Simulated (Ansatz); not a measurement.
**CCSDTQ/STO-3G run of GeF2 (SMILES [F][Ge][F])**

What is the electronic atomisation energy of GeF2 at CCSDTQ/STO-3G? 

Program for the calculation: Ansatz 0.2.0.

48 further runs of the same task are left out: 12 that didn't finish, 36 set aside as unsound or not needed.

## Step 1: The molecule

GeF2 has 3 atoms, charge 0, and is taken as a singlet. As SMILES, `[F][Ge][F]`. Geometry: relaxed at PBE0-D4/def2-TZVP.

Bond lengths: F1–Ge2 1.745 Å, Ge2–F3 1.745 Å. Angles: F1–Ge2–F3 97.2°.

## Step 2: A single-point energy at CCSDTQ/STO-3G

The input, in.yaml:

```yaml
crystal:
  periodic: [false, false, false]
  atoms:
    - {symbol: F, position_ang: [-0.675900, -1.101800, -0.497500]}
    - {symbol: Ge, position_ang: [0.637500, -0.295200, 0.320200]}
    - {symbol: F, position_ang: [0.027600, 1.332100, 0.164100]}
basis:
  gaussian:
    orbitals: STO-3G
correlation:
  method: ccsdtq
  frozen_orbitals: {F: 1, Ge: 9}
accuracy: high
scf:
  omitted_lower_state_checks: [cluster_reference, increment]
```

Started as:

```
$ ansatz run in.yaml --threads 1 --pin off --max-ram 2610MiB --events-out events.jsonl --progress --plain --runs-dir runs
```

Standard output, cut to the lines that bear on the results:

```text
Warning: RAYON_NUM_THREADS=1 ignored (pool sized by the plan → 1); use --threads N
Functional definition: HF
  name "HF"
[...]
426 factors; integrals over basis functions are off by at most 4.4e-9 eV
[...]
mean field -61166.28772387 eV, -2247.8196138532 hartree, gradient 8.7e-9 eV, S^2 0.000000; 0 other end points of the search recorded, 0 dependent functions left out
11 core orbitals not correlated: weight in the atoms' cores, before any rotation towards them, 1.000 or more for the frozen orbitals, at most 0.000 for the correlated occupied ones
reference -61166.28772387 eV, -2247.8196138532 hartree; 14, 14 occupied and 3, 3 virtual orbitals, 426 factors
second order -2.05624351 eV of doubles, -0.00000000 eV of singles
cycle   1  -2.06157378 eV  change   -5.3e-3 eV  update   1.4e-1
[...]
cycle  30  -2.75121152 eV  change   -1.1e-9 eV  update  8.0e-10
Total energy: -61169.03893538 eV, -2247.9207190115 hartree
Checks for a lower state left out: cluster_reference, increment
```

Wall time 81 s (1 thread of Arm Neoverse V1, shared host); peak memory 1.4 GiB.

## Step 3: The F atom

The input, in.yaml:

```yaml
crystal:
  periodic: [false, false, false]
  atoms:
    - symbol: F
      position_ang: [0.000000, 0.000000, 0.000000]
basis:
  gaussian: {orbitals: STO-3G}
magnetization: {spin_polarized: true, initial_magnetization: 1}
accuracy: high
scf: {omitted_lower_state_checks: [cluster_reference, increment]}
correlation: {method: ccsdtq, frozen_orbitals: {F: 1}}
```

Run the same way, it converges to -97.98651 Eh (log not shown).

## Step 4: The Ge atom, same level

The input, in.yaml:

```yaml
crystal:
  periodic: [false, false, false]
  atoms:
    - {symbol: Ge, position_ang: [0.000000, 0.000000, 0.000000]}
basis:
  gaussian: {orbitals: STO-3G}
magnetization: {spin_polarized: true, initial_magnetization: 2}
correlation: {method: ccsdtq, frozen_orbitals: {Ge: 9}}
accuracy: high
scf: {omitted_lower_state_checks: [cluster_reference, increment]}
```

Run the same way, it converges to -2051.64970 Eh (log not shown).

## Step 5: Results

Level: CCSDTQ/STO-3G, 11 core orbitals frozen.

| quantity | value |
| --- | --- |
| molecule: total energy | -2247.92072 Eh |
| molecule: correlation energy (11 core orbitals frozen) | -101.1 mEh |
| molecule: T1 diagnostic | 0.022 |
| F atom: total energy | -97.98651 Eh |
| F atom: correlation energy (1 core orbital frozen) | 0.0 mEh |
| F atom: ⟨S²⟩ of the reference determinant | 0.750 |
| F atom: T1 diagnostic | 0.000 |
| Ge atom: total energy | -2051.64970 Eh |
| Ge atom: correlation energy (9 core orbitals frozen) | -13.4 mEh |
| Ge atom: ⟨S²⟩ of the reference determinant | 2.000 |
| Ge atom: T1 diagnostic | 0.000 |
| electronic atomisation energy | 8.109 eV |

**Reading.** Taking the molecule apart into free atoms costs 8.11 eV (782 kJ/mol), before zero-point energy and without spin-orbit coupling. In a minimal basis such a difference can be off by several eV, whatever the method.
